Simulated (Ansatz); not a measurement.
**CH₂AlClOS: basis-set convergence**

The task here is to estimate one member of a computed series from the others.

Computed with Ansatz 0.2.0, Gaussian basis. Level: one geometry, several basis sets.

Plan: PBE0-D4/def2-SVP; ωB97M-V/def2-SVP; PBE0-D4/def2-QZVPP; ωB97M-V/def2-QZVPP; the functionals' def2-TZVPP values are taken from earlier runs.

## Structure used throughout

An earlier PBE0-D4 in a triple-zeta def2 set relaxation fixed the geometry.

SMILES `S[CH]1[O][Al]1[Cl]`, 7 atoms, charge 0, spin multiplicity 1.

Atoms are counted from 1 here; the program's logs count them from 0.

Bond lengths: S1–C2 1.764 Å, S1–H6 1.349 Å, C2–O3 1.500 Å, C2–Al4 1.879 Å, C2–H7 1.088 Å, O3–Al4 1.690 Å, Al4–Cl5 2.060 Å. Angles: C2–S1–H6 99.2°, S1–C2–O3 116.7°, S1–C2–Al4 120.8°, S1–C2–H7 112.3°, O3–C2–Al4 58.8°, O3–C2–H7 110.6°, Al4–C2–H7 124.4°, C2–O3–Al4 71.9°, C2–Al4–O3 49.4°, C2–Al4–Cl5 167.7°, O3–Al4–Cl5 143.0°.

The first run:

in.yaml

```yaml
crystal:
  periodic: [false, false, false]
  atoms:
    - {symbol: S, position_ang: [-1.055422, 0.125788, 1.522911]}
    - {symbol: C, position_ang: [0.300779, 0.144841, 0.394313]}
    - {symbol: O, position_ang: [0.476445, -1.068282, -0.470327]}
    - {symbol: Al, position_ang: [0.009731, 0.219711, -1.460221]}
    - {symbol: Cl, position_ang: [-0.397615, 0.728541, -3.414524]}
    - {symbol: H, position_ang: [-0.510951, -0.626020, 2.502187]}
    - {symbol: H, position_ang: [1.238333, 0.407422, 0.879860]}
basis:
  gaussian: {orbitals: def2-SVP}
hamiltonian: {xc: pbe0, dispersion: d4}
output: {orbitals: {seedname: orbitals}}
```

Run with:

```sh
$ ansatz run in.yaml --threads 2 --pin off --events-out ev --progress --plain --max-ram 4352MiB
```

Among the steps run: PBE0-D4 in def2-SVP; ωB97M-V in def2-SVP; PBE0-D4 in def2-QZVPP; ωB97M-V in def2-QZVPP.

One of the session's tables, all rows but one given; the rest of the session is left out.

It belongs to the step «Density functionals: the series». 

```
functional       basis  HOMO (eV)  LUMO (eV)
   PBE0-D4    def2-SVP      -6.97      -1.62
   PBE0-D4  def2-TZVPP      -7.08      -1.75
   PBE0-D4  def2-QZVPP          ?          ?
   ωB97M-V    def2-SVP      -9.11       0.21
   ωB97M-V  def2-TZVPP      -9.25       0.01
   ωB97M-V  def2-QZVPP      -9.30      -0.17
```

Q: Estimate the row for PBE0-D4, def2-QZVPP from the others.

As computed: HOMO (eV): -7.12; LUMO (eV): -1.83. In the column «HOMO (eV)» it lies between ωB97M-V, def2-SVP (-9.11) and PBE0-D4, def2-TZVPP (-7.08).
